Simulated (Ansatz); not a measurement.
# C3H6AgN: one species, many methods

How much do the methods differ for C3H6AgN? The plan is to run it at one geometry with functionals of several rungs and with coupled cluster. The yardstick is the atomisation energy at the CCSD(T) limit.

The runs use Ansatz 0.2.0, Gaussian basis; functionals in def2-TZVPP, the program's frozen cores in correlated methods.

Levels to be run: LDA (SPW92), PBE-D4, revPBE-D4, BLYP-D4, r2SCAN-D4, B97M-V, PBE0-D4, B3LYP-D4, r2SCANh-D4, r2SCAN0-D4, HSE06-D4, BHLYP-D4, CAM-B3LYP-D4, LC-ωPBE, ωB97X-V, ωB97M-V, B2PLYP, PBE-QIDH; CCSD(T)/def2-SVP; CCSD(T)/def2-TZVPP; MP2/def2-QZVPP; extrapolation to the limit; RPA on PBE.

## (1) The geometry

An earlier PBE0-D4 in a triple-zeta def2 set relaxation fixed the geometry. Ag takes the def2 core potential; no spin-orbit term is included.

SMILES `CC#[N+][Ag-][CH3]`, 11 atoms, charge 0, spin multiplicity 1.

Atoms are counted from 1 here; the program's logs count them from 0.

Bond lengths: C1–C2 1.445 Å, C1–H6 1.091 Å, C1–H7 1.091 Å, C1–H8 1.091 Å, C2–N3 1.145 Å, N3–Ag4 2.120 Å, Ag4–C5 2.067 Å, C5–H9 1.093 Å, C5–H10 1.093 Å, C5–H11 1.093 Å. Angles: C2–C1–H6 109.8°, C2–C1–H7 109.8°, C2–C1–H8 109.8°, H6–C1–H7 109.1°, H6–C1–H8 109.1°, H7–C1–H8 109.1°, C1–C2–N3 180.0°, C2–N3–Ag4 179.9°, N3–Ag4–C5 180.0°, Ag4–C5–H9 110.6°, Ag4–C5–H10 110.6°, Ag4–C5–H11 110.6°, H9–C5–H10 108.4°, H9–C5–H11 108.4°, H10–C5–H11 108.4°.

## (2) LDA

This LDA is Slater exchange with PW92 correlation.

The input, in.yaml:

```yaml
crystal:
  periodic: [false, false, false]
  atoms:
    - {symbol: C, position_ang: [-0.066731, 1.412989, 2.939578]}
    - {symbol: C, position_ang: [-0.033101, 0.785387, 1.638866]}
    - {symbol: N, position_ang: [-0.006568, 0.287865, 0.607802]}
    - {symbol: Ag, position_ang: [0.039606, -0.633582, -1.300507]}
    - {symbol: C, position_ang: [0.083498, -1.532445, -3.161543]}
    - {symbol: H, position_ang: [0.915927, 1.822482, 3.178309]}
    - {symbol: H, position_ang: [-0.800547, 2.220338, 2.941747]}
    - {symbol: H, position_ang: [-0.341555, 0.678162, 3.697736]}
    - {symbol: H, position_ang: [0.405291, -2.573571, -3.077507]}
    - {symbol: H, position_ang: [0.778150, -1.009833, -3.824029]}
    - {symbol: H, position_ang: [-0.908570, -1.514692, -3.619853]}
basis:
  gaussian: {orbitals: def2-TZVPP}
hamiltonian: {xc: lda}
output: {orbitals: {seedname: orbitals}}
```

On the command line:

```sh
ansatz run in.yaml --threads 4 --pin off --events-out ev --progress --plain --max-ram 10444MiB
```

After this run come: PBE-D4 (GGA); revPBE-D4 (GGA); BLYP-D4 (GGA); r2SCAN-D4 (meta-GGA); B97M-V (meta-GGA); B3LYP-D4 (hybrid); r2SCANh-D4 (hybrid); r2SCAN0-D4 (hybrid); HSE06-D4 (hybrid); BHLYP-D4 (hybrid); CAM-B3LYP-D4 (range-separated); LC-ωPBE (range-separated); ωB97X-V (range-separated); ωB97M-V (range-separated); B2PLYP (double hybrid); PBE-QIDH (double hybrid); CCSD(T) in def2-SVP; CCSD(T) in def2-TZVPP; MP2 in def2-QZVPP; RPA on PBE orbitals.

**Question.** What will the summary of the whole plan be? Wanted: atomisation energy, CCSD(T)/CBS; farthest beyond LDA; mean size of error, GGA; mean size of error, meta-GGA; mean size of error, hybrid; mean size of error, range-separated; mean size of error, double hybrid; gap, smallest and largest; T1 diagnostic.

**Answer**, as computed:

| quantity | value |
| --- | --- |
| atomisation energy, CCSD(T)/CBS | 4135.4 kJ/mol |
| functionals within 20.7 kJ/mol (0.5 %) | revPBE-D4, r2SCAN-D4, B97M-V, PBE0-D4, B3LYP-D4, HSE06-D4, LC-ωPBE, ωB97X-V, ωB97M-V |
| farthest beyond LDA | BHLYP-D4 (-148.8 kJ/mol) |
| mean size of error, GGA | 56.6 kJ/mol |
| mean size of error, meta-GGA | 7.3 kJ/mol |
| mean size of error, hybrid | 47.0 kJ/mol |
| mean size of error, range-separated | 12.3 kJ/mol |
| mean size of error, double hybrid | 26.8 kJ/mol |
| gap, smallest and largest | 3.06 eV (revPBE-D4), 9.62 eV (LC-ωPBE) |
| T1 diagnostic | 0.0149 |
| triples share of the correlation energy | 3.9 % |

What this shows: LDA overbinds by 633.8 kJ/mol (15 %). PBE-D4 is off by +124.4 kJ/mol. Double hybrids carry the basis error of their MP2 part in triple zeta, and no dispersion term here, so their miss is partly the set-up's. The rungs meta-GGA, range-separated miss on average by less than the doubt on the reference (20.7 kJ/mol), so they tie. Misses under about 20.7 kJ/mol are within the doubt on the reference itself, which lacks core-valence correlation, spin-orbit coupling and higher excitations. All levels share the lack of spin-orbit coupling, which lowers the free heavy atoms and so the true binding. Hartree-Fock recovers 70 % of the binding; the rest is correlation. CCSD(T) in def2-SVP is off by -181.1 kJ/mol, worse than the median functional, from the basis alone. The gap grows from 3.1 to 9.6 eV across the functionals, mostly with the share of exact exchange. Correlated methods include outer-core shells of Ag, which these sets cover unevenly.
